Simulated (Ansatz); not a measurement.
# CHSeSi+ (SMILES C1=[Si+][Se]1): molecular dynamics

Aim: follow the atoms for 60 steps of 0.5 fs at constant energy, with velocities drawn for 300 K.

The runs use Ansatz 0.2.0, Gaussian basis; PBE0-D4/def2-SVP.

## Step 1: Where the work starts

SMILES `C1=[Si+][Se]1`, 4 atoms, charge 1, spin multiplicity 1.

Atoms are counted from 1 here; the program's logs count them from 0.

Bond lengths: C1–Si2 1.878 Å, C1–Se3 1.766 Å, C1–H4 1.082 Å, Si2–Se3 2.514 Å. Angles: Si2–C1–Se3 87.2°, Si2–C1–H4 144.6°, Se3–C1–H4 128.3°, C1–Si2–Se3 44.6°, C1–Se3–Si2 48.3°.

Geometry (Å):

```xyz
4
CHSeSi
C     0.36307   -0.12162   -0.08668
Si   -0.33740    1.47506    0.61222
Se   -1.29631   -0.72363   -0.13975
H     1.27064   -0.62981   -0.38579
```

## Step 2: Dynamics

Contents of md/in.yaml:

```yaml
crystal:
  periodic: [false, false, false]
  atoms:
    - {symbol: C, position_ang: [0.363070, -0.121620, -0.086680]}
    - {symbol: Si, position_ang: [-0.337400, 1.475060, 0.612220]}
    - {symbol: Se, position_ang: [-1.296310, -0.723630, -0.139750]}
    - {symbol: H, position_ang: [1.270640, -0.629810, -0.385790]}
basis:
  gaussian: {orbitals: def2-SVP}
total_charge: 1
hamiltonian: {xc: pbe0, dispersion: d4}
md: {n_steps: 60, timestep: 0.5, temperature: 300, ensemble: nve, seed: 947, initial_velocities: maxwell_boltzmann}
```

The run is started by

```console
ansatz run in.yaml --threads 2 --pin off --events-out ev --progress --plain --max-ram 3481MiB
```

**Question.** What will these runs give? Wanted: temperature at the start; mean temperature, second half; lowest and highest potential energy, from the first frame; largest change of potential + kinetic.

**Answer**, as computed:

```
                                                 quantity              value
                                                   length  60 steps, 30.0 fs
                                 temperature at the start              300 K
                            mean temperature, second half              438 K
lowest and highest potential energy, from the first frame     -63 and 46 meV
                    largest change of potential + kinetic            0.6 meV
```

**Reading.** With no thermostat the total energy should stay fixed; it holds within 0.6 meV, small beside the kinetic energy, so the time step serves. With 4 atoms the instant temperature spans 124 to 543 K. The molecule keeps its bonds.
